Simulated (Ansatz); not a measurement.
# MoS (I4/mmm, relaxed from a rocksalt start): a single-point run

Wanted: a converged single-point run for MoS (I4/mmm, relaxed from a rocksalt start), and a check of what comes out. The structure is shown as the input types it.

Method: DFT r2SCAN, scalar-relativistic, plane waves, PAW, in Ansatz 0.2.0.

3 further runs of the same task are left out: 1 that didn't finish, 2 set aside as unsound or not needed. Runs told in other sessions of the task aren't counted.

## 1. The system as given

Symmetry: I4/mmm, No. 139, tetragonal system. Conventional cell: a = 3.610 Å, b = 3.610 Å, c = 5.090 Å, α = 90.00°, β = 90.00°, γ = 90.00°. Around Mo (site symmetry 4/mmm) lie 6 S at 2.54 to 2.55 Å. Around S (site symmetry 4/mmm) lie 6 Mo at 2.54 to 2.55 Å.

As a file:

```
Mo S
1.0
     0.00000    2.55282    2.55282
     5.08990    2.55282    2.55282
     5.08990    5.10563    0.00000
Mo S
2 2
Direct
  0.50000 0.50000 0.00000
  0.50000 0.50000 0.50000
  0.00000 0.00000 0.00000
  0.00000 0.00000 0.50000
```

## 2. The run

input.yaml reads:

```yaml
crystal:
  lattice:
    - [0.0, 2.5528151811, 2.552815181]
    - [5.0899026949, 2.5528151811, 2.552815181]
    - [5.0899026949, 5.1056303621, -1.0e-10]
  atoms:
    - { symbol: Mo, position: [0.5, 0.5, 0.0], spin: 3.0 }
    - { symbol: S, position: [0.0, 0.0, 0.0] }
    - { symbol: Mo, position: [0.5, 0.5, 0.5], spin: -3.0 }
    - { symbol: S, position: [0.0, 0.0, 0.5] }
basis:
  ecutwfc: 500
  ecutrho_ratio: 4
kpoints:
  mp_grid: { grid: [12, 12, 6] }
hamiltonian:
  xc: r2scan
scf:
  occupations: { method: gaussian, width: 0.05 }
  max_iter: 60
output:
  forces: true
  stress: true
magnetization:
  spin_polarized: true
total_charge: 10
```

Run with:

```sh
> ansatz run input.yaml --threads 2 --pin off --max-ram 2662MiB --backend cpu --events-out ev --progress --plain --runs-dir out
```

Q: Will this input give a usable result? If not, why, and what should change?

The program finished normally, with warnings (seeded moment not kept). It gives a pressure of 38 GPa, which is large; a structure far from rest gives such values too, whatever the setting.

The suspect setting: total_charge is 10. With this charge the calculation describes a differently charged system.

The test: delete total_charge (the default then holds).
